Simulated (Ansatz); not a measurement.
# MnSn2: the cost of one run

Program: Ansatz 0.2.0. Level of theory: DFT r2SCAN, scalar-relativistic, plane waves, PAW. These are calculated values, not measurements.

### 1 The structure to begin with

Symmetry: I4/mcm, No. 140, tetragonal system. The conventional cell has a = 6.659 Å, b = 6.659 Å, c = 5.447 Å, α = 90.00°, β = 90.00°, γ = 90.00°. Around Mn (site symmetry 422) lie 2 Mn at 2.72 Å and 8 Sn at 2.84 Å. Sn (site symmetry m2m) has 4 Mn at 2.84 Å and 3 Sn at 3.06 to 3.19 Å as nearest neighbours.

Structure file:

```
Mn Sn
1.0
    -3.32950    3.32950    2.72350
     3.32950   -3.32950    2.72350
     3.32950    3.32950   -2.72350
Mn Sn
2 4
Direct
  0.25000 0.25000 0.00000
  0.75000 0.75000 0.00000
  0.66230 0.16230 0.82460
  0.16230 0.33770 0.50000
  0.33770 0.83770 0.17540
  0.83770 0.66230 0.50000
```

### 2 Relax cell and atoms

Input file input.yaml:

```yaml
crystal:
  lattice:
    - [-3.3295, 3.3295, 2.7235]
    - [3.3295, -3.3295, 2.7235]
    - [3.3295, 3.3295, -2.7235]
  atoms:
    - { symbol: Mn, position: [0.25, 0.25, 0.0], spin: 3.86 }
    - { symbol: Mn, position: [0.75, 0.75, 0.0], spin: 3.86 }
    - { symbol: Sn, position: [0.6623, 0.1623, 0.8246] }
    - { symbol: Sn, position: [0.1623, 0.3377, 0.5] }
    - { symbol: Sn, position: [0.3377, 0.8377, 0.1754] }
    - { symbol: Sn, position: [0.8377, 0.6623, 0.5] }
basis:
  ecutwfc: 500
kpoints:
  mp_grid: { grid: [8, 8, 8] }
hamiltonian:
  xc: r2scan
scf:
  occupations: { method: gaussian, width: 0.1 }
output:
  forces: true
  stress: true
  eigenvalues: true
  populations: true
magnetization:
  spin_polarized: true
relax:
  adjacent_minimum: "off"
  f_tol: 0.005
  max_steps: 80
  cell: { stress_tol: 0.05 }
```

Run with:

```
$ ansatz run input.yaml --threads 1 --pin off --max-ram 2560MiB --backend cpu --events-out ev --progress --plain --runs-dir out
```

**Question.** How long does this run take on 1 thread of Intel Xeon at 2.50GHz (Skylake/Cascade Lake), shared host, and how much memory does it need?

About 39 min, with a peak of 1.3 GiB.
